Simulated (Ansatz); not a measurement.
# Cs: the cost of one run

Computed with Ansatz 0.2.0 (DFT r²SCAN, scalar-relativistic, plane waves, PAW (the target; the first runs use scalar-relativistic PBE), unless a step's input says otherwise).

### Step 1. The system as given

It takes space group Im-3m (No. 229, cubic). The conventional cell has a = 6.050 Å, b = 6.050 Å, c = 6.050 Å, α = 90.00°, β = 90.00°, γ = 90.00°.

Coordinates:

```
Cs
1.0
    -3.02500    3.02500    3.02500
     3.02500   -3.02500    3.02500
     3.02500    3.02500   -3.02500
Cs
1
Direct
  0.00000 0.00000 0.00000
```

### Step 2. At the starting volume (PBE, 6×6×6 mesh)

File input.yaml:

```yaml
crystal:
  lattice:
    - [-3.025, 3.025, 3.025]
    - [3.025, -3.025, 3.025]
    - [3.025, 3.025, -3.025]
  atoms:
    - { symbol: Cs, position: [0.0, 0.0, 0.0] }
basis:
  ecutwfc: 420
  ecutrho_ratio: 4
kpoints:
  mp_grid: { grid: [6, 6, 6] }
hamiltonian:
  xc: pbe
scf:
  occupations: { method: gaussian, width: 0.05 }
output:
  forces: true
  stress: true
  eigenvalues: true
```

What time and memory should one allow on 2 threads of an x86-64 CPU, shared host?

About 1.1 s, with a peak of 0.38 GiB.
